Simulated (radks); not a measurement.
# Valence configurations of Ge²⁺

One table from this session's results is given with a row withheld; the runs are named, their logs left out.

The numbers are computed with radks (a radial shooting solver on a logarithmic mesh, Libxc functionals) version 1 (Dirac Kohn-Sham, LDA (Slater exchange, Perdew-Wang correlation), spin-unpolarised, spherical densities, point nucleus; open shells are shared between the two j in proportion to 2j + 1), except any that are marked as measured or tabulated.

### What is computed

| Item | Value |
| --- | --- |
| element | germanium (Z = 32) |
| charge | +2 |
| electrons | 30 |
| configuration | [Ar] 3d10 4s2 |
| others tried | 3d9 4s2 4p1; 3d9.5 4s2 4p0.5; 3d10 4s1 4p1; 3d8.5 4s2 4p1.5; 3d9 4s1.5 4p1.5; 3d9 4s0.5 4p2.5; 3d10 4s0.5 4p1.5; 3d10 4p2; 3d10 4s1.5 4p0.5 |

Outer shells as boxes (Hund's rule):

Ge²⁺
```
[Ar] core
3d [↑↓][↑↓][↑↓][↑↓][↑↓]
4s [↑↓]
```

Set-up of the first run:

Input:

```text
Z 32
configuration [Ar] 3d10 4s2
relativity Dirac
functional lda,pw
spin unpolarised
j_filling average
nucleus point
c 137.035999084
```

Launch:

```console
$ python run_ks.py task.json out
```

All runs below come from this command, one after another.

Steps of the session up to this table: [Ar] 3d10 4s2.

One of the session's tables, all rows but one given; the rest of the session is left out.

It belongs to the step «[Ar] 3d10 4s2». From the orbitals of this run (lengths in bohr):

```
level     <r>  outermost maximum (interpolated)  90 % within  nodes
2p1/2  0.1814                             0.139        0.297      0
2p3/2       ?                                 ?            ?      ?
3s1/2  0.6253                             0.543        0.936      2
3p1/2  0.6403                             0.537        0.986      1
3p3/2  0.6512                             0.546         1.00      1
3d3/2  0.7290                             0.500         1.24      0
3d5/2  0.7342                             0.503         1.25      0
4s1/2   1.933                              1.67         2.86      3
```

Q: Estimate the row for 2p3/2 from the others.

As computed: <r>: 0.1850; outermost maximum (interpolated): 0.142; 90 % within: 0.302; nodes: 0. In the column «<r>» it lies between 2p1/2 (0.1814) and 3s1/2 (0.6253).
